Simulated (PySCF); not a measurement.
# CoBr₆ (-2): ligand-field states, part 2 of 2

PySCF 2.14.0. Atoms count from 0. Earlier steps stand in the parts before.

## 5. Ligand-field states: state-averaged CASSCF (axial bond length × 1.05) in water

The job: settings as JSON, then the geometry in Å.

```
{"job": {"kind": "lf", "basis": {"metal": "x2c-TZVPall", "ligand": "x2c-SVPall"}, "nevpt": true, "solvent": "water", "reuse": true}, "charge": -2, "metal": "Co", "open_shell": "d5"}
Co     0.000000     0.000000     0.000000
Br     0.000000     0.000000     2.509500
Br     0.000000     0.000000    -2.509500
Br     2.390000     0.000000     0.000000
Br    -2.390000     0.000000     0.000000
Br     0.000000     2.390000     0.000000
Br    -0.000000    -2.390000     0.000000
```

Method: state-averaged CASSCF of the metal d shell, SC-NEVPT2 on the averaged canonical orbitals, state-interaction spin-orbit coupling.

Log:

```text
basis functions 240, electrons 239, active (5e, 5o)
start from the orbitals of the previous structure
stage 1: DIIS on the effective Fock matrix, level shift 0.30
cycle   1  E = -17010.7980623119  dE = -1.701e+04  max|g| = 7.572e+00
cycle   2  E = -17015.0670932269  dE = -4.269e+00  max|g| = 6.427e-01
cycle   3  E = -17015.2671454888  dE = -2.001e-01  max|g| = 1.801e-01
cycle   4  E = -17015.2240209254  dE =  4.312e-02  max|g| = 2.697e-01
cycle   5  E = -17015.1532368348  dE =  7.078e-02  max|g| = 3.561e-01
cycle   6  E = -17015.2676665096  dE = -1.144e-01  max|g| = 1.923e-01
cycle   7  E = -17015.2264910260  dE =  4.118e-02  max|g| = 2.664e-01
cycle   8  E = -17015.2554570089  dE = -2.897e-02  max|g| = 1.891e-01
cycle   9  E = -17015.1860735941  dE =  6.938e-02  max|g| = 2.804e-01
cycle  10  E = -17015.1887872949  dE = -2.714e-03  max|g| = 3.214e-01
cycle  11  E = -17015.0589145086  dE =  1.299e-01  max|g| = 5.389e-01
cycle  12  E = -17014.9024991465  dE =  1.564e-01  max|g| = 7.254e-01
cycle  13  E = -17014.6465351150  dE =  2.560e-01  max|g| = 7.720e-01
cycle  14  E = -17014.3216854898  dE =  3.248e-01  max|g| = 8.325e-01
cycle  15  E = -17013.9842390928  dE =  3.374e-01  max|g| = 9.879e-01
stage 2: quasi-Newton rotations from the point of smallest gradient
cycle  17  E = -17015.3631175501  dE = -9.597e-02  max|g| = 1.854e-01
cycle  18  E = -17015.4687487515  dE = -1.056e-01  max|g| = 2.247e-01
cycle  20  E = -17015.5648646022  dE = -9.612e-02  max|g| = 1.600e-01
cycle  21  E = -17015.6392286558  dE = -7.436e-02  max|g| = 2.213e-01
cycle  23  E = -17015.7111685695  dE = -7.194e-02  max|g| = 1.790e-01
cycle  24  E = -17015.7911488793  dE = -7.998e-02  max|g| = 2.222e-01
cycle  26  E = -17015.8459184654  dE = -5.477e-02  max|g| = 1.533e-01
cycle  27  E = -17015.8882928584  dE = -4.237e-02  max|g| = 1.136e-01
cycle  30  E = -17015.9003645600  dE = -1.207e-02  max|g| = 4.704e-02
cycle  31  E = -17015.9064293659  dE = -6.065e-03  max|g| = 2.739e-02
cycle  32  E = -17015.9086857217  dE = -2.256e-03  max|g| = 8.654e-03
cycle  33  E = -17015.9089050723  dE = -2.194e-04  max|g| = 4.016e-03
cycle  34  E = -17015.9089632498  dE = -5.818e-05  max|g| = 1.419e-03
cycle  35  E = -17015.9089688656  dE = -5.616e-06  max|g| = 6.518e-04
cycle  36  E = -17015.9089700728  dE = -1.207e-06  max|g| = 2.962e-04
cycle  37  E = -17015.9089701712  dE = -9.840e-08  max|g| = 5.559e-05
cycle  38  E = -17015.9089701900  dE = -1.876e-08  max|g| = 3.766e-05
cycle  39  E = -17015.9089701953  dE = -5.362e-09  max|g| = 3.128e-05
cycle  40  E = -17015.9089701965  dE = -1.186e-09  max|g| = 1.060e-05
cycle  41  E = -17015.9089701966  dE = -1.055e-10  max|g| = 2.324e-06
converged average energy = -17015.9089701966

 mult deg   label        CASSCF/cm-1   NEVPT2/cm-1
   2   1   2B2g                0.0           0.0
   4   1   4A2g           -55968.0         491.4
   4   2   4Eg            -53398.1        1632.8
   2   1   2B2g           -13760.9        1932.1
   2   2   2Eg              -233.2        7725.9
   2   1   2A2g           -48656.3        8743.9
   2   2   2Eg            -45580.2        9525.8
   4   2   4Eg            -49246.0       13441.6
   2   2   2Eg            -39743.4       17951.5
   4   1   4B2g           -48223.4       23647.2
   2   1   2B2g           -36833.4       29194.0
   2   1   2B2g           -41692.7       29596.5
   2   1   2B1g           -41569.5       30090.8
   6   1   6A1g           -74887.3       30763.6
   2   2   2Eg            -14172.2       32876.5
   4   1   4B2g           -43990.6       37687.1
   2   2   2Eg            -38325.0       39550.1
   4   1   4B1g           -57850.8       40081.9
   4   1   4A1g           -57847.0       40676.0
   2   1   2A1g           -33026.2       40837.7
   4   1   4A1g           -59313.9       40941.3
   2   1   2A1g           -23893.4       41053.5
   2   1   2B1g           -32818.2       41198.5
   2   1   2B1g           -33631.9       41352.3
   2   1   2B1g            35758.2       42515.8
   2   1   2A2g           -32957.3       42875.0
   2   2   2Eg            -11557.5       44230.2
   4   1   4B1g           -48435.2       45361.7
   4   2   4Eg            -44681.9       45442.0
   2   1   2B2g           -33599.5       46106.1
   2   2   2Eg            -36357.4       46461.9
   2   1   2A1g           -38081.8       46465.1
   2   2   2Eg            -32793.3       47042.5
   2   1   2B2g             3162.8       47071.4
   2   1   2A1g           -50715.5       47469.2
   2   1   2B1g            -2879.7       47730.5
   2   1   2B1g           -39827.1       47833.8
   2   1   2A1g            -6656.0       47949.9
   2   2   2Eg            -40668.2       48002.6
   2   1   2B2g           -39878.3       48164.1
   2   2   2Eg              3814.0       49322.5
   4   1   4B2g            -8000.0       49685.6
   4   2   4Eg             -6750.4       49825.3
   2   1   2A1g           -40689.1       51171.5
   2   1   2A1g           -26626.0       51899.8
   2   2   2Eg            -31755.2       52494.6
   2   1   2A1g           -35748.7       54047.2
   2   2   2Eg            -34307.0       54681.9
   2   1   2A2g           -36623.7       54965.2
   4   2   4Eg            -11981.1       54967.8
   4   1   4B1g           -45344.4       56050.3
   4   1   4A1g           -45509.9       56088.7
   2   1   2B1g           -36449.5       56670.3
   2   1   2A1g            15280.9       56979.0
   2   1   2B1g           -25419.5       57108.8
   2   1   2A2g            15158.8       57393.1
   2   2   2Eg             -3792.6       59098.9
   2   1   2A2g           -31955.8       59673.4
   2   2   2Eg             16150.3       59725.4
   4   1   4A2g           -12170.0       60260.1

spin-orbit levels / cm-1
      0.00  x2  2B2g 0.99
    421.44  x2  4A2g 0.93 4Eg 0.06
    471.86  x2  4A2g 0.97
   1550.84  x2  4Eg 0.99
   1665.97  x2  4Eg 0.94 4A2g 0.06
   1678.65  x2  4Eg 0.79 2B2g 0.19
   1728.04  x2  4Eg 0.96
   2011.98  x2  2B2g 0.78 4Eg 0.22
   7695.22  x2  2Eg 1.00
   7791.71  x2  2Eg 1.00
   8688.40  x2  2A2g 0.92 2Eg 0.08
   9547.73  x2  2Eg 1.00
   9594.64  x2  2Eg 0.92 2A2g 0.08
  13311.31  x2  4Eg 1.00
  13408.01  x2  4Eg 1.00
  13503.02  x2  4Eg 1.00
  13597.38  x2  4Eg 1.00
  17837.84  x2  2Eg 1.00
  18098.83  x2  2Eg 1.00
  23660.49  x2  4B2g 1.00
  23665.26  x2  4B2g 1.00
  29198.13  x2  2B2g 0.99
  29613.42  x2  2B2g 1.00
  30121.62  x2  2B1g 0.99
  30777.44  x2  6A1g 1.00
  30777.78  x2  6A1g 1.00
  30777.96  x2  6A1g 1.00
  32730.34  x2  2Eg 1.00
  33018.79  x2  2Eg 1.00
  37692.29  x2  4B2g 1.00
```

It took 1.7 min on 1 thread of Arm Neoverse V1, shared host; peak memory 0.78 GiB.

Warnings kept with the result: an active orbital is not mainly the metal shell.

An active orbital is only 45 % metal, under the run's own bar for a metal shell, so levels, ζ, ground spin and magnetism of this run may not be those of the metal's shell and are not read here.

## 6. Ligand-field states: state-averaged CASSCF (axial bond length × 1.1) in water

Settings changed since step 5:

```diff
@@ -2,4 +2,4 @@
 Co     0.000000     0.000000     0.000000
-Br     0.000000     0.000000     2.509500
-Br     0.000000     0.000000    -2.509500
+Br     0.000000     0.000000     2.629000
+Br     0.000000     0.000000    -2.629000
 Br     2.390000     0.000000     0.000000
```

Method: state-averaged CASSCF of the metal d shell, SC-NEVPT2 on the averaged canonical orbitals, state-interaction spin-orbit coupling.

Log:

```text
basis functions 240, electrons 239, active (5e, 5o)
start from the orbitals of the previous structure
stage 1: DIIS on the effective Fock matrix, level shift 0.30
cycle   1  E = -17014.7265174546  dE = -1.701e+04  max|g| = 4.997e+00
cycle   2  E = -17015.4059615032  dE = -6.794e-01  max|g| = 3.867e-01
cycle   3  E = -17015.4153597684  dE = -9.398e-03  max|g| = 2.525e-01
cycle   4  E = -17015.4124727083  dE =  2.887e-03  max|g| = 2.112e-01
cycle   5  E = -17015.4261698537  dE = -1.370e-02  max|g| = 1.959e-01
cycle   6  E = -17015.3942760719  dE =  3.189e-02  max|g| = 2.772e-01
cycle   7  E = -17015.4866920042  dE = -9.242e-02  max|g| = 2.695e-01
cycle   8  E = -17015.5588131576  dE = -7.212e-02  max|g| = 2.230e-01
cycle   9  E = -17015.6015695409  dE = -4.276e-02  max|g| = 2.312e-01
cycle  10  E = -17015.5887729406  dE =  1.280e-02  max|g| = 2.160e-01
cycle  11  E = -17015.6046683013  dE = -1.590e-02  max|g| = 2.998e-01
cycle  12  E = -17015.6218962775  dE = -1.723e-02  max|g| = 2.361e-01
cycle  13  E = -17015.6301336444  dE = -8.237e-03  max|g| = 2.462e-01
cycle  14  E = -17015.6265652236  dE =  3.568e-03  max|g| = 2.599e-01
cycle  15  E = -17015.5845100042  dE =  4.206e-02  max|g| = 2.736e-01
stage 2: quasi-Newton rotations from the point of smallest gradient
cycle  17  E = -17015.5202933812  dE = -9.412e-02  max|g| = 2.025e-01
cycle  18  E = -17015.6202025703  dE = -9.991e-02  max|g| = 2.145e-01
cycle  20  E = -17015.6822978004  dE = -6.210e-02  max|g| = 2.032e-01
cycle  21  E = -17015.7774100972  dE = -9.511e-02  max|g| = 1.561e-01
cycle  23  E = -17015.8568071755  dE = -7.940e-02  max|g| = 1.228e-01
cycle  24  E = -17015.8900276431  dE = -3.322e-02  max|g| = 1.393e-01
cycle  27  E = -17015.9026329768  dE = -1.261e-02  max|g| = 4.869e-02
cycle  28  E = -17015.9090407506  dE = -6.408e-03  max|g| = 2.589e-02
cycle  29  E = -17015.9112905247  dE = -2.250e-03  max|g| = 1.135e-02
cycle  30  E = -17015.9117692901  dE = -4.788e-04  max|g| = 8.693e-03
cycle  31  E = -17015.9119787464  dE = -2.095e-04  max|g| = 4.043e-03
cycle  32  E = -17015.9119979129  dE = -1.917e-05  max|g| = 2.354e-03
cycle  33  E = -17015.9120035189  dE = -5.606e-06  max|g| = 4.174e-04
cycle  34  E = -17015.9120037575  dE = -2.386e-07  max|g| = 1.057e-04
cycle  35  E = -17015.9120037742  dE = -1.668e-08  max|g| = 2.772e-05
cycle  36  E = -17015.9120037760  dE = -1.764e-09  max|g| = 1.067e-05
cycle  37  E = -17015.9120037763  dE = -3.238e-10  max|g| = 3.573e-06
converged average energy = -17015.9120037763

 mult deg   label        CASSCF/cm-1   NEVPT2/cm-1
   2   2   2Eg                 0.0           0.0
   4   1   4A2g           -59404.3        7787.4
   2   1   2B2g              609.4        9029.2
   4   2   4Eg            -56113.4       11452.2
   4   1   4A2g           -16085.3       14604.4
   2   1   2A2g           -52591.3       15526.9
   2   2   2Eg            -48272.5       18588.4
   2   1   2B1g            32032.4       19275.0
   4   1   4B2g           -44941.0       21430.4
   2   1   2B2g           -35278.5       26683.7
   4   2   4Eg            -46917.1       27837.2
   2   2   2Eg            -39705.7       36988.2
   2   1   2B2g           -45324.3       37602.0
   6   1   6A1g           -78270.5       37834.1
   2   1   2B1g           -33426.0       39596.8
   2   1   2B1g           -45186.2       40722.1
   2   1   2B2g           -14679.1       41466.6
   2   2   2Eg            -33074.4       42026.9
   4   2   4Eg            -50153.6       42773.1
   2   1   2A1g           -24444.4       42786.4
   2   1   2A1g           -35461.5       43385.0
   2   2   2Eg            -42432.9       44698.7
   4   1   4B1g           -62309.2       44775.1
   4   1   4B2g           -11736.4       45125.0
   2   2   2Eg            -12516.7       45343.4
   4   1   4A1g           -63464.6       46497.7
   4   1   4A1g           -61695.7       47617.4
   4   2   4Eg            -15457.0       48749.6
   2   1   2A2g            11166.0       50012.8
   2   2   2Eg            -37427.7       51003.5
   2   2   2Eg              -325.6       52159.6
   2   1   2B1g            -2588.5       52818.0
   2   2   2Eg            -40515.8       52887.3
   4   1   4B2g           -50096.0       52909.1
   4   2   4Eg            -10551.0       53000.6
   2   1   2A1g           -54811.9       53544.3
   2   1   2B2g             5742.8       53753.3
   2   1   2B2g             -883.4       54055.0
   2   1   2A1g            11264.5       54373.5
   2   1   2A1g           -10324.6       54417.8
   4   1   4B1g           -50916.5       54443.4
   2   1   2A1g           -42245.2       54591.2
   2   1   2B2g           -38675.1       54961.4
   2   1   2B1g             4253.3       55758.7
   2   2   2Eg             12156.6       56064.6
   2   1   2B1g           -37252.5       56234.4
   2   1   2B1g           -26822.3       56570.1
   2   1   2B1g           -42927.7       56774.1
   2   1   2A1g           -44301.2       59736.9
   2   1   2A2g           -34290.3       59789.6
   2   1   2A2g           -33872.5       59871.2
   2   1   2B2g           -43480.4       60909.5
   2   2   2Eg            -44366.0       61356.4
   2   2   2Eg             -7295.8       61545.9
   2   1   2A1g           -39869.0       61558.5
   2   2   2Eg              5271.0       61830.8
   4   1   4B1g           -48767.7       62248.3
   2   1   2A1g             3297.8       62410.1
   4   1   4A1g           -49151.3       62903.4
   2   1   2A1g           -29421.6       63416.6

spin-orbit levels / cm-1
      0.00  x2  2Eg 1.00
    142.84  x2  2Eg 1.00
   7826.37  x2  4A2g 0.99
   7850.18  x2  4A2g 1.00
   9100.92  x2  2B2g 1.00
  11346.07  x2  4Eg 1.00
  11481.26  x2  4Eg 0.99
  11599.52  x2  4Eg 1.00
  11708.56  x2  4Eg 1.00
  14678.68  x2  4A2g 1.00
  14679.95  x2  4A2g 1.00
  15582.24  x2  2A2g 0.99
  18614.41  x2  2Eg 0.99
  18734.70  x2  2Eg 1.00
  19340.92  x2  2B1g 1.00
  21479.29  x2  4B2g 1.00
  21495.88  x2  4B2g 1.00
  26739.34  x2  2B2g 0.98
  27808.28  x2  4Eg 0.98
  27886.91  x2  4Eg 0.99
  27961.15  x2  4Eg 1.00
  28029.86  x2  4Eg 1.00
  36906.95  x2  2Eg 0.98
  37182.11  x2  2Eg 1.00
  37688.00  x2  2B2g 0.99
  37902.30  x2  6A1g 1.00
  37905.14  x2  6A1g 1.00
  37906.56  x2  6A1g 1.00
  39634.36  x2  2B1g 0.97
  40802.49  x2  2B1g 1.00
```

Run time: 92 s. Hardware: 1 thread of Arm Neoverse V1, shared host; peak memory 0.78 GiB.

Warnings kept with the result: an active orbital is not mainly the metal shell.

An active orbital is only 42 % metal, under the run's own bar for a metal shell, so levels, ζ, ground spin and magnetism of this run may not be those of the metal's shell and are not read here.

## 7. Ligand-field states: state-averaged CASSCF (axial bond length × 1.2) in water

Settings changed since step 6:

```diff
@@ -2,4 +2,4 @@
 Co     0.000000     0.000000     0.000000
-Br     0.000000     0.000000     2.629000
-Br     0.000000     0.000000    -2.629000
+Br     0.000000     0.000000     2.868000
+Br     0.000000     0.000000    -2.868000
 Br     2.390000     0.000000     0.000000
```

With the program's defaults for keys left out, this is: state-averaged CASSCF of the metal d shell, SC-NEVPT2 on the averaged canonical orbitals, state-interaction spin-orbit coupling.

Log:

```text
basis functions 240, electrons 239, active (5e, 5o)
start from the orbitals of the previous structure
stage 1: DIIS on the effective Fock matrix, level shift 0.30
cycle   1  E = -17013.7700378062  dE = -1.701e+04  max|g| = 7.613e+00
cycle   2  E = -17015.3561049922  dE = -1.586e+00  max|g| = 5.368e-01
cycle   3  E = -17015.3048457696  dE =  5.126e-02  max|g| = 4.108e-01
cycle   4  E = -17015.4419064336  dE = -1.371e-01  max|g| = 1.656e-01
cycle   5  E = -17015.4030200474  dE =  3.889e-02  max|g| = 1.364e-01
cycle   6  E = -17015.4180611474  dE = -1.504e-02  max|g| = 1.086e-01
cycle   7  E = -17015.4002854840  dE =  1.778e-02  max|g| = 8.555e-02
cycle   8  E = -17015.3859797177  dE =  1.431e-02  max|g| = 1.228e-01
cycle   9  E = -17015.4046632171  dE = -1.868e-02  max|g| = 8.164e-02
cycle  10  E = -17015.3464850860  dE =  5.818e-02  max|g| = 2.560e-01
cycle  11  E = -17015.3316891033  dE =  1.480e-02  max|g| = 2.645e-01
cycle  12  E = -17015.2645477908  dE =  6.714e-02  max|g| = 5.386e-01
cycle  13  E = -17015.1623853849  dE =  1.022e-01  max|g| = 7.856e-01
cycle  14  E = -17014.9065908522  dE =  2.558e-01  max|g| = 8.701e-01
cycle  15  E = -17014.7294685454  dE =  1.771e-01  max|g| = 7.720e-01
stage 2: quasi-Newton rotations from the point of smallest gradient
cycle  17  E = -17015.4905156374  dE = -8.585e-02  max|g| = 1.433e-01
cycle  18  E = -17015.5652613548  dE = -7.475e-02  max|g| = 2.062e-01
cycle  20  E = -17015.6366680431  dE = -7.141e-02  max|g| = 1.904e-01
cycle  21  E = -17015.7494048837  dE = -1.127e-01  max|g| = 2.200e-01
cycle  23  E = -17015.8174799250  dE = -6.808e-02  max|g| = 1.941e-01
cycle  24  E = -17015.8731642791  dE = -5.568e-02  max|g| = 1.514e-01
cycle  27  E = -17015.8904562346  dE = -1.729e-02  max|g| = 7.888e-02
cycle  28  E = -17015.9009802887  dE = -1.052e-02  max|g| = 4.316e-02
cycle  29  E = -17015.9058662359  dE = -4.886e-03  max|g| = 1.202e-02
cycle  30  E = -17015.9061800566  dE = -3.138e-04  max|g| = 5.537e-03
cycle  31  E = -17015.9062981978  dE = -1.181e-04  max|g| = 1.545e-03
cycle  32  E = -17015.9063096034  dE = -1.141e-05  max|g| = 1.391e-03
cycle  33  E = -17015.9063135471  dE = -3.944e-06  max|g| = 3.574e-04
cycle  34  E = -17015.9063139133  dE = -3.662e-07  max|g| = 1.793e-04
cycle  35  E = -17015.9063140526  dE = -1.393e-07  max|g| = 1.248e-04
cycle  36  E = -17015.9063140711  dE = -1.858e-08  max|g| = 6.038e-05
cycle  37  E = -17015.9063140746  dE = -3.478e-09  max|g| = 1.395e-05
cycle  38  E = -17015.9063140753  dE = -6.621e-10  max|g| = 8.430e-06
converged average energy = -17015.9063140753

 mult deg   label        CASSCF/cm-1   NEVPT2/cm-1
   2   1   2B1g                0.0           0.0
   2   1   2B2g           -18390.4     1156023.6
   2   2   2Eg            -20848.0     1164001.6
   2   1   2A2g           -21223.7     1209704.7
   4   1   4B2g           -43034.2     1225708.2
   4   1   4B2g           -70139.1     1238329.4
   4   1   4A2g           -93047.6     1239377.7
   2   1   2A1g           -22332.0     1240481.6
   2   1   2A2g           -87411.6     1245479.0
   4   2   4Eg            -89212.6     1246295.1
   4   2   4Eg            -44130.7     1246798.0
   4   2   4Eg            -72604.7     1248732.5
   2   1   2B2g           -60324.5     1249557.0
   2   2   2Eg            -82332.1     1252623.6
   2   2   2Eg            -63853.7     1254561.9
   2   1   2A1g            -4230.3     1255296.6
   2   2   2Eg            -34425.6     1255923.3
   2   1   2B1g           -53091.2     1261216.0
   2   1   2B2g           -30548.7     1261789.4
   2   1   2A1g           -51200.0     1265606.6
   6   1   6A1g          -111616.8     1268069.9
   4   1   4B1g           -96323.2     1269023.4
   2   1   2B2g           -79484.7     1270136.3
   2   1   2A1g           -68612.7     1270739.1
   2   2   2Eg            -22430.9     1270998.4
   4   2   4Eg            -48909.1     1272946.8
   4   1   4A1g           -99104.7     1273193.9
   2   1   2B1g           -79401.4     1273922.3
   2   2   2Eg            -76421.5     1276113.5
   2   2   2Eg            -52954.9     1277762.4
   4   1   4A1g           -95624.1     1278019.5
   2   1   2A2g           -47908.7     1280794.8
   2   1   2B1g           -71600.3     1281605.4
   2   1   2A1g           -89811.2     1281718.7
   2   1   2A1g           -44025.8     1281886.1
   2   1   2A1g           -76300.7     1283637.9
   2   1   2B1g           -27934.4     1283775.2
   2   2   2Eg            -61548.9     1285042.3
   2   2   2Eg            -29156.4     1285345.2
   2   1   2B2g           -73005.0     1286076.7
   2   1   2B1g           -27672.1     1286188.8
   2   1   2A1g           -31046.0     1287154.8
   4   1   4B1g           -80879.5     1287417.6
   2   1   2B1g           -76561.1     1287430.9
   2   2   2Eg            -72235.4     1288236.2
   4   2   4Eg            -82978.1     1288312.2
   2   2   2Eg            -78444.6     1288758.3
   2   1   2A1g           -74899.7     1288943.2
   2   2   2Eg            -75122.6     1290038.9
   2   1   2A2g           -75707.5     1290371.0
   4   1   4B1g           -83315.6     1291336.6
   2   1   2B2g           -77716.8     1291405.1
   4   1   4B2g           -83224.4     1291579.4
   2   1   2A1g           -78503.4     1291613.0
   4   2   4Eg            -67420.7     1291622.8
   2   1   2B1g           -74872.5     1291735.8
   2   1   2B2g           -33079.7     1291804.3
   2   2   2Eg            -43589.8     1292363.7
   4   1   4A1g           -83202.4     1292512.0
   2   1   2A2g           -64632.0     1292908.1

spin-orbit levels / cm-1
      0.00  x2  2B1g 1.00
1156005.04  x2  2B2g 1.00
1163856.25  x2  2Eg 1.00
1164161.74  x2  2Eg 1.00
1209701.24  x2  2A2g 1.00
1225699.68  x2  4B2g 1.00
1225701.88  x2  4B2g 1.00
1238299.78  x2  4B2g 1.00
1238314.05  x2  4B2g 1.00
1239349.73  x2  4A2g 1.00
1239363.90  x2  4A2g 1.00
1240470.66  x2  2A1g 1.00
1245421.96  x2  2A2g 0.95 4Eg 0.05
1246141.27  x2  4Eg 0.96 2A2g 0.04
1246245.79  x2  4Eg 0.98
1246355.17  x2  4Eg 1.00
1246463.29  x2  4Eg 1.00
1246671.43  x2  4Eg 1.00
1246755.32  x2  4Eg 1.00
1246834.81  x2  4Eg 1.00
1246911.03  x2  4Eg 1.00
1248449.04  x2  4Eg 0.96 2B2g 0.04
1248642.71  x2  4Eg 0.99
1248808.59  x2  4Eg 1.00
1248955.93  x2  4Eg 1.00
1249591.95  x2  2B2g 0.95 4Eg 0.04
1252537.16  x2  2Eg 1.00
1252705.96  x2  2Eg 1.00
1254367.09  x2  2Eg 1.00
1254745.87  x2  2Eg 1.00
```

It took 96 s on 1 thread of Arm Neoverse V1, shared host; peak memory 0.79 GiB.

Warnings kept with the result: an active orbital is not mainly the metal shell.

An active orbital is only 36 % metal, under the run's own bar for a metal shell, so levels, ζ, ground spin and magnetism of this run may not be those of the metal's shell and are not read here.

## 8. Summary of results

What follows sums up all 2 parts.

```
           quantity                          value
ligand-field states  no level gives a usable value
```

**Reading.** Steps 2, 3, 4, 5, 6, 7 are set aside: its active space failed the test for the metal's shell.
